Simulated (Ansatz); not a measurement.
# InTe4: the cost of one run

Program: Ansatz 0.2.0. Level of theory: DFT PBE, scalar-relativistic, plane waves, PAW, unless a step names another level. These are calculated values, not measurements.

3 further runs of the same task are left out: 2 that didn't finish, 1 set aside as unsound or not needed.

## 1. The starting structure

The structure is trigonal, space group R-3m (No. 166). The conventional cell has a = 4.446 Å, b = 4.446 Å, c = 28.042 Å, α = 90.00°, β = 90.00°, γ = 120.00°. In (site symmetry -3m) is surrounded by 6 Te at 3.10 Å. Around Te (site symmetry 3m) lie 3 In at 3.10 Å and 3 Te at 3.29 Å. Te (site symmetry 3m) is surrounded by 6 Te at 3.11 to 3.29 Å.

Structure file:

```cif
data_structure
_symmetry_space_group_name_H-M 'R-3m:H'
_symmetry_Int_Tables_number 166
_cell_length_a 4.4464
_cell_length_b 4.4464
_cell_length_c 28.0419
_cell_angle_alpha 90.000
_cell_angle_beta 90.000
_cell_angle_gamma 120.000
_cell_volume 480.14
loop_
_atom_site_label
_atom_site_type_symbol
_atom_site_symmetry_multiplicity
_atom_site_Wyckoff_symbol
_atom_site_fract_x
_atom_site_fract_y
_atom_site_fract_z
_atom_site_occupancy
In1 In 3 a 0.00000 0.00000 0.00000 1
Te1 Te 6 c 0.66667 0.33333 0.72881 1
Te2 Te 6 c 0.00000 0.00000 0.80209 1
```

It came out lowest among 29 distinct ends of the trial cells. At a tolerance of 0.05 Å it has space group R-3m (No. 166).

## 2. A stricter relaxation, on the response runs' mesh and smearing

input.yaml

```yaml
crystal:
  lattice:
    - [2.2232235085, 1.2835786911, 9.3472891943]
    - [-2.2232235085, 1.2835786911, 9.3472891943]
    - [0.0, -2.5671573822, 9.3472891943]
  atoms:
    - { symbol: In, position: [0.0, 0.0, 0.0] }
    - { symbol: Te, position: [0.3954803607, 0.3954803607, 0.3954803607] }
    - { symbol: Te, position: [0.8020858543, 0.8020858543, 0.8020858543] }
    - { symbol: Te, position: [0.6045196393, 0.6045196393, 0.6045196393] }
    - { symbol: Te, position: [0.1979141457, 0.1979141457, 0.1979141457] }
basis:
  ecutwfc: 420
kpoints:
  mp_grid: { grid: [12, 12, 12] }
hamiltonian:
  xc: pbe
scf:
  occupations: { method: gaussian, width: 0.1 }
output:
  forces: true
  stress: true
  eigenvalues: true
relax:
  adjacent_minimum: "off"
  f_tol: 0.001
  max_steps: 60
  cell: { stress_tol: 0.01 }
```

Launch:

```
ansatz run input.yaml --threads 3 --pin off --max-ram 7680MiB --backend cpu --events-out ev --progress --plain --runs-dir out
```

Q: Estimate wall time and peak memory on 3 threads of Intel Xeon at 2.70GHz, shared host.

About 3.5 min, with a peak of 1.2 GiB.
